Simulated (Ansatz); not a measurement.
BrClZn, SMILES [Cl][Zn][Br], an active-space calculation

Run with the Ansatz DFT code, driven from Python.

`cas.py`
```python
import ansatz as az

GEOMETRY = '''
Cl   -1.75500    0.74590   -0.88790
Zn    0.04910    0.17230    0.04840
Br    1.69500   -0.98310    0.82620
'''

mol = az.Crystal.molecule()
for line in GEOMETRY.strip().splitlines():
    symbol, *xyz = line.split()
    mol = mol.atom(symbol, [float(v) for v in xyz])

job = (
    mol.calculation()
    .basis(gaussian='def2-SVP')
    .correlation(active_electrons=6, active_orbitals=7)
)
for method in [None]:
    r = (job if method is None else job.correlation(method)).run(threads=1).report
    space = r['configurations']
    state = space['states'][0]
    print(method or 'casscf', f'total {r["free_energy_ev"] / 27.211386246:.6f} Ha, active-space state {state["energy"]["hartree"]:.6f} Ha, mean field {r["reference_energy_ev"] / 27.211386246:.6f} Ha')
    print('  determinants', state['n_determinants'], ' natural occupations', [round(n, 3) for n in space['natural_occupations']])
```

```console
$ python cas.py
casscf total -4809.197268 Ha, active-space state -4809.197268 Ha, mean field -4809.137466 Ha
  determinants 1225  natural occupations [1.98, 1.98, 1.973, 0.02, 0.017, 0.017, 0.013]
```

Total energies depend on the basis set; only differences at equal settings carry meaning. The geometry is a force-field or estimated start, not a minimum of this method, and the basis set is short of its limit. The active space starts as a window about the frontier orbitals and is then optimised, not chosen by chemistry. Finished in 17 s on 1 thread of Arm Neoverse V1 (shared host), peak memory 0.29 GiB.

(Lines on the test bed's own set-up are left out of the output.)
